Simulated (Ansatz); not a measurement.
**CH2FI: how energies converge with the basis set**

How large a basis does CH2FI need? Two functionals are run in growing sets.

Computed with Ansatz 0.2.0, Gaussian basis. Level: one geometry, several basis sets.

Levels to be run: PBE0-D4/def2-SVP; ωB97M-V/def2-SVP; PBE0-D4/def2-QZVPP; ωB97M-V/def2-QZVPP; the functionals' def2-TZVPP values are taken from earlier runs.

### Step 1. The relaxed structure

All runs share one geometry, relaxed beforehand with PBE0-D4 in a triple-zeta def2 set. I takes the def2 core potential; no spin-orbit term is included.

SMILES `FCI`, 5 atoms, charge 0, spin multiplicity 1.

Atoms are counted from 1 here; the program's logs count them from 0.

Bond lengths: F1–C2 1.353 Å, C2–I3 2.142 Å, C2–H4 1.088 Å, C2–H5 1.088 Å. Angles: F1–C2–I3 111.0°, F1–C2–H4 109.9°, F1–C2–H5 109.9°, I3–C2–H4 106.6°, I3–C2–H5 106.6°, H4–C2–H5 112.7°.

### Step 2. PBE0-D4 in def2-SVP

File in.yaml:

```yaml
crystal:
  periodic: [false, false, false]
  atoms:
    - {symbol: F, position_ang: [1.196254, 0.710859, -0.175539]}
    - {symbol: C, position_ang: [0.160617, -0.114144, 0.103400]}
    - {symbol: I, position_ang: [-1.632294, 0.547931, -0.864187]}
    - {symbol: H, position_ang: [0.368116, -1.111996, -0.277239]}
    - {symbol: H, position_ang: [-0.042693, -0.106249, 1.172163]}
basis:
  gaussian: {orbitals: def2-SVP}
hamiltonian: {xc: pbe0, dispersion: d4}
output: {orbitals: {seedname: orbitals}}
```

The runs that follow: ωB97M-V in def2-SVP; PBE0-D4 in def2-QZVPP; ωB97M-V in def2-QZVPP.

Q: Predict the results of all the runs planned. Wanted: PBE0-D4: double and triple zeta above quadruple; ωB97M-V: double and triple zeta above quadruple.

As calculated:

| quantity | value |
| --- | --- |
| PBE0-D4: double and triple zeta above quadruple | 5.18, 0.24 eV |
| ωB97M-V: double and triple zeta above quadruple | 5.34, 0.24 eV |

In words: For PBE0-D4 the step from double to triple zeta gains 4.94 eV and the next only 0.24 eV. Total energies overstate the basis error of differences, where much of it tends to cancel. The LUMO of ωB97M-V is positive and keeps falling with the basis (1.21 to 0.70 eV): an unbound level that the basis holds in place.
